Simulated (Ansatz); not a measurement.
AlPt, space group P2_13, a projected density of states

With Ansatz's Python interface.

At the Python prompt:
```pycon
>>> from collections import Counter
>>> import json
>>> import warnings
>>> import ansatz as az
>>> import numpy as np
>>> warnings.simplefilter("ignore", az.DeckWarning)
>>> vectors = np.array([
...     [4.87893, 0.0, 0.0],
...     [0.0, 4.87893, 0.0],
...     [0.0, 0.0, 4.87893],
... ])
>>> structure = (
...     az.Lattice.of(vectors)
...     .atom("Al", [0.84403, 0.84403, 0.84403])
...     .atom("Al", [0.65597, 0.15597, 0.34403])
...     .atom("Al", [0.34403, 0.65597, 0.15597])
...     .atom("Al", [0.15597, 0.34403, 0.65597])
...     .atom("Pt", [0.15506, 0.15506, 0.15506])
...     .atom("Pt", [0.34494, 0.84494, 0.65506])
...     .atom("Pt", [0.65506, 0.34494, 0.84494])
...     .atom("Pt", [0.84494, 0.65506, 0.34494])
... )
>>> structure.resolved().sites[-1]
Site(symbol='Pt', position=(0.84494, 0.65506, 0.34494), moment=None, axis=None, held=None, saved=None)
>>> job = (
...     structure.calculation()
...     .functional("lda")
...     .kpoints(5, 5, 5)
...     .occupations("Gaussian", width=0.05)
...     .scf(extra_bands=22)
...     .density_of_states(projected=True, energy_step=0.1)
... )
>>> res = job.run(events_out="events.ndjson")
>>> data = res.report
>>> data["published_state_doubts"]
[]
>>> sorted(key for key in data if key.endswith("_ev"))
['eigenvalues_ev', 'energy_sigma0_ev', 'entropy_ts_ev', 'fermi_energy_ev', 'free_energy_ev', 'gap_by_band_count_ev', 'harris_foulkes_ev', 'internal_energy_ev', 'lagrangian_above_aufbau_ev', 'lagrangian_ev', 'lagrangian_sigma0_ev', 'loop_eigenvalues_ev', 'loop_fermi_energy_ev', 'occupations_fermi_energy_ev', 'residual_norms_ev']
>>> data["kpoints_frac"][:4]
[[0.0, 0.0, 0.0], [0.0, 0.0, 0.2], [0.0, 0.0, 0.4], [0.0, 0.2, 0.2]]
>>> with open("events.ndjson") as stream:
...     kinds = Counter(json.loads(line)["event"] for line in stream)
...
>>> print("events:", {kind: kinds[kind] for kind in ("scf_iter", "scf_done", "notice", "finished")})
events: {'scf_iter': 6, 'scf_done': 1, 'notice': 2, 'finished': 1}
>>> dos = res.density_of_states()
>>> energy = np.asarray(dos.energies_ev) - dos.fermi_ev
>>> curves = {}
>>> for site in res.projected_density_of_states().sites:
...     for shell in site.shells:
...         weight = sum(np.sum(curve.g_bin_mean_per_ev, axis=0) for curve in shell.curves)
...         name = f"{site.species} {shell.label}"
...         curves[name] = curves.get(name, 0) + weight
...
>>> step = energy[1] - energy[0]
>>> windows = [(-6, -3), (-3, 0), (0, 6)]
>>> print("states by shell in windows of E - E_F (eV):", windows)
states by shell in windows of E - E_F (eV): [(-6, -3), (-3, 0), (0, 6)]
>>> for name, g in curves.items():
...     print(f"{name:8s}", " ".join(f"{step * g[(energy >= a) & (energy < b)].sum():8.3f}" for a, b in windows))
...
Al 3S       0.577    0.606    3.358
Al 3P       3.189    2.817    6.516
Pt 5S       0.012    0.006    0.070
Pt 6S       0.603    0.505    2.583
Pt 5P       0.071    0.053    0.039
Pt 5D      21.525   11.137    2.899
>>> filled = (energy < 0) & (energy > -6)
>>> for name, g in curves.items():
...     if g[filled].sum() * step > 0.5:
...         print(f"centre of {name}: {np.average(energy[filled], weights=g[filled]):.2f} eV")
...
centre of Al 3S: -3.01 eV
centre of Al 3P: -3.06 eV
centre of Pt 6S: -3.32 eV
centre of Pt 5D: -3.57 eV
```

Notes:
- Spin is left out of this run.
- For a metal this k-point mesh is coarse: on a finer one energies can move by several to tens of meV an atom and pressures by half a GPa or more, differences at one mesh by less.
- A gap by band count of zero or less means overlapping bands, a metal.
- This cell is a computed structure, which may not be the phase found in nature.
- Levels are Kohn-Sham eigenvalues on this mesh, without spin-orbit coupling.
- Curves are summed over the cell's atoms. Only shells that the potentials hold have channels, so projections don't add up to the total, least of all where a shell is missing (p of most metals); heights and places of peaks move with the mesh.
- The density of states is complete only as far up as bands were computed.
- A band centre counts only the states inside the window taken.
- The whole script took 9 s on 1 thread of Arm Neoverse V1, with other jobs on the host, peak memory 0.4 GiB.
